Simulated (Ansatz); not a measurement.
# BClFH3O: the cost of one run

Program: Ansatz 0.2.0. Level of theory: RKS PBE-D4/def2-SVP. These are calculated values, not measurements.

## (1) The structure to begin with

Bond lengths: B1–F2 1.670 Å, B1–H3 1.190 Å, B1–Cl4 1.860 Å, B1–O5 1.710 Å, O5–H6 1.010 Å, F2–H7 1.041 Å, O5–H7 1.132 Å. Angles: B1–F2–H7 80.7°, F2–B1–H3 120.0°, F2–B1–Cl4 120.0°, F2–B1–O5 71.6°, H3–B1–Cl4 120.0°, H3–B1–O5 105.6°, Cl4–B1–O5 92.7°, B1–O5–H6 109.5°, B1–O5–H7 76.7°, H6–O5–H7 159.9°, F2–H7–O5 131.0°.

As a file:

```xyz
7

B     0.0000    0.0000    0.0000
F     0.0000    0.0000    1.6700
H     1.0305    0.0000   -0.5950
Cl   -1.6108    0.0000   -0.9300
O    -0.2190   -1.6079    0.5392
H    -0.6224   -2.1606   -0.2037
H    -0.1387   -1.0182    1.5024
```

## (2) A restrained relaxation towards end A

Springs on the bonds that form and break draw the guess towards this end; the thresholds are loose.

File input.yaml:

```yaml
crystal:
  periodic: [false, false, false]
  atoms:
    - { symbol: B, position_ang: [0.0, 0.0, 0.0] }
    - { symbol: F, position_ang: [0.0, 0.0, 1.67] }
    - { symbol: H, position_ang: [1.0305, 0.0, -0.595] }
    - { symbol: Cl, position_ang: [-1.6108, 0.0, -0.93] }
    - { symbol: O, position_ang: [-0.219, -1.6079, 0.5392] }
    - { symbol: H, position_ang: [-0.6224, -2.1606, -0.2037] }
    - { symbol: H, position_ang: [-0.1387, -1.0182, 1.5024] }
basis:
  gaussian: { orbitals: def2-SVP }
hamiltonian:
  xc: pbe
  dispersion: d4
relax:
  f_tol: 0.15
  max_steps: 25
  restrain:
    - { distance: [0, 4], at: 2.61, k: 30.0 }
    - { distance: [6, 1], at: 2.12, k: 30.0 }
    - { distance: [0, 1], at: 1.32, k: 30.0 }
    - { distance: [6, 4], at: 1.01, k: 30.0 }
```

Command:

```sh
$ ansatz run input.yaml --threads 1 --pin off --max-ram 2048MiB --backend cpu --events-out ev --progress --plain --runs-dir out
```

What time and memory should one allow on 1 thread of Intel Xeon 6975P-C (Granite Rapids), shared host?

About 12 s, with a peak of 0.17 GiB.
